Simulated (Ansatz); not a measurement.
GaSb3:

```
CELL_PARAMETERS angstrom
0.00000 3.73060 3.73060
3.73060 0.00000 3.73060
3.73060 3.73060 0.00000
ATOMIC_POSITIONS crystal
Sb 0.50000 0.50000 0.50000
Sb 0.75000 0.75000 0.75000
Sb 0.25000 0.25000 0.25000
Ga 0.00000 0.00000 0.00000
```

The cell comes from a database or a generator and needn't be the stable form of this composition.

* Program: Ansatz 0.2.0
* Task: single point
* Functional: PBE
* Potentials or basis: Ansatz PAW
* Cutoff: 420 eV (not typed: the program's choice for these potentials)
* k mesh: 6 × 6 × 6
* Occupations: fermi-dirac, width 0.05 eV
* Spin: no spin polarisation

On this cell: pressure -0.5 GPa; largest force zero by symmetry; band gap on the k mesh none (metal or under the smearing width).

The same run follows on a disturbed copy (atoms moved at random, drawn with an rms of 0.05 Å):

```
Sb Ga
1.0
     0.00000    3.73060    3.73060
     3.73060    0.00000    3.73060
     3.73060    3.73060    0.00000
Sb Ga
3 1
Direct
  0.50031 0.50350 0.49744
  0.75419 0.75328 0.75013
  0.24185 0.26492 0.25236
  0.00685 0.00417 0.99441
```

Task: What does the disturbed cell give?

Result: The energy (extrapolated to zero smearing) moves by +0.3 meV/atom; pressure -0.5 GPa; largest force 0.049 eV/Å; band gap on the k mesh none (metal or under the smearing width).

Forces in eV/Å, atoms in the order of the input:
```
Sb  -0.001  0.013  0.022
Sb   0.040 -0.028 -0.008
Sb  -0.037  0.024  0.002
Ga  -0.001 -0.009 -0.016
```

Stress tensor (GPa, compression positive):
```
-0.50 -0.01 -0.28
-0.01 -0.49  0.40
-0.28  0.40 -0.51
```
